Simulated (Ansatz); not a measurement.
# CSi3: the cost of one run

Computed with Ansatz 0.2.0 (DFT PBE0, Gaussian basis aug-cc-pV(T+d)Z, and further levels as typed in the inputs, unless a step's input says otherwise).

## (1) The starting structure

Bond lengths: Si1–Si3 2.430 Å, Si2–Si3 2.430 Å, Si1–C4 2.001 Å, Si2–C4 2.001 Å, Si3–C4 1.900 Å. Angles: Si1–Si3–Si2 106.7°, Si1–Si3–C4 53.4°, Si2–Si3–C4 53.4°, Si3–Si1–C4 49.6°, Si3–Si2–C4 49.6°, Si1–C4–Si2 154.0°, Si1–C4–Si3 77.0°, Si2–C4–Si3 77.0°.

Structure file:

```xyz
4

Si    0.0000    1.9500    0.0000
Si    0.0000   -1.9500    0.0000
Si    0.0000    0.0000    1.4500
C     0.0000    0.0000   -0.4500
```

## (2) Relaxing the atoms: CSi3

input.yaml

```yaml
relax:
  f_tol: 0.001
  max_steps: 200
crystal:
  periodic: [false, false, false]
  atoms:
    - { symbol: Si, position_ang: [0.0, 1.95, 0.0] }
    - { symbol: Si, position_ang: [0.0, -1.95, 0.0] }
    - { symbol: Si, position_ang: [0.0, 0.0, 1.45] }
    - { symbol: C, position_ang: [0.0, 0.0, -0.45] }
basis:
  gaussian: { orbitals: "aug-cc-pV(T+d)Z.json" }
hamiltonian:
  xc: pbe0
output:
  orbitals: {}
```

Started as:

```sh
$ ansatz run input.yaml --threads 4 --pin off --max-ram 6144MiB --backend cpu --events-out ev --progress --plain --runs-dir out
```

**Question.** How long does this run take on 4 threads of Arm Neoverse N1, shared host, and how much memory does it need?

About 57 s, with a peak of 0.64 GiB.
